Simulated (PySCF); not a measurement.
# CdP+: from the state search to spectroscopic constants

One job finds the state of CdP+, follows it along the bond with each method and fits the curves.

Method: Cd def2-SVPD with ECP28, P def2-SVPD, scalar-relativistic core potentials; program: PySCF 2.14.0.

## (1) Set-up

Settings of the job:

```yaml
atoms: Cd, P
charge: 1
basis: Cd def2-SVPD with ECP28, P def2-SVPD
Hamiltonian: scalar-relativistic core potentials
basis_functions: 58
electrons_treated: 34
masses_in_u: 113.9034, 30.9738
levels: PBE0, PBE, r²SCAN, BHandHLYP, r²SCAN0, M06-L, HF, MP2, SCS-MP2, CCSD, CCSD(T)
grid: 80 radial by 434 angular points
occupations: held fixed by the projection of orbital angular momentum
dissociation_limit: Cd+ + P, each in its ground configuration
starting_distance_in_angstrom: 2.565
values_of_2S_to_try: 0, 2, 4
```

The run is started by

```bash
OMP_NUM_THREADS=1 python dia.py task.json out
```

Further steps of the session: PBE0 along the bond; Excited determinants; PBE; r²SCAN (meta-GGA); BHandHLYP; r²SCAN0 (hybrid meta-GGA); M06-L; ROHF (mean field); Adding correlation.

Q: Predict the outcome of this session. Wanted: for each run, Re; ωe; De; μ.

As calculated:

Lowest PBE0 solution found, without spin–orbit coupling: ³Σ⁻ (triplet), unpaired electrons π ↑↑. State 2 has its PBE0 minimum 0.39 eV higher, as a spin-mixed determinant (⟨S²⟩ = 1.01), so this is no gap between pure states. State 3 has its PBE0 minimum 1.48 eV higher. State 4 has its PBE0 minimum 1.60 eV higher. The other levels ran on the lowest alone.

| level | Re (Å) | ωe (cm⁻¹) | De (eV) | μ (D) |
| --- | --- | --- | --- | --- |
| ROHF | 2.547 | 271.8 | 0.099 | -2.10 |
| ROHF-MP2 | 2.498 | 275.0 | 1.26 | n/a |
| ROHF-SCS-MP2 | 2.521 | 265.4 | 1.28 | n/a |
| ROHF-CCSD | 2.548 | 250.7 | 1.28 | n/a |
| ROHF-CCSD(T) | 2.554 | 245.9 | 1.44 | n/a |
| PBE | 2.511 | 255.6 | 2.08 | 0.03 |
| r²SCAN | 2.487 | 266.4 | 1.81 | -0.46 |
| M06-L | 2.511 | 256.2 | 1.74 | -0.59 |
| PBE0 | 2.501 | 265.1 | 1.74 | -0.55 |
| r²SCAN0 | 2.488 | 267.8 | 1.59 | -0.80 |
| BHandHLYP | 2.530 | 252.7 | 1.50 | -0.64 |

De is counted to Cd+ + P in their ground configurations. A positive dipole points from Cd to P; in an ion it is taken about the centre of mass and does not tell which atom is negative.

Differences from CCSD(T) in the same basis:

| level | Re (mÅ) | ωe (%) |
| --- | --- | --- |
| ROHF | -8 | +10.5 |
| ROHF-MP2 | -56 | +11.8 |
| ROHF-SCS-MP2 | -33 | +7.9 |
| ROHF-CCSD | -6 | +1.9 |
| PBE | -43 | +3.9 |
| r²SCAN | -67 | +8.3 |
| M06-L | -43 | +4.2 |
| PBE0 | -53 | +7.8 |
| r²SCAN0 | -66 | +8.9 |
| BHandHLYP | -24 | +2.8 |

Judged by CCSD(T) in the same basis: best bond length ROHF-CCSD (-6 mÅ), worst r²SCAN (-67 mÅ); best wavenumber ROHF-CCSD (+1.9 %), worst ROHF-MP2 (+11.8 %). Hartree–Fock falls on the short and stiff side, its usual fault. CCSD(T) in a basis this small is itself some way from its limit, more so than the functionals. Of the levels with a De here, ROHF gives the least (0.099 eV) and PBE the most (2.08 eV).

Correlated steps freeze 5 core orbitals. Spin–orbit coupling is left out.
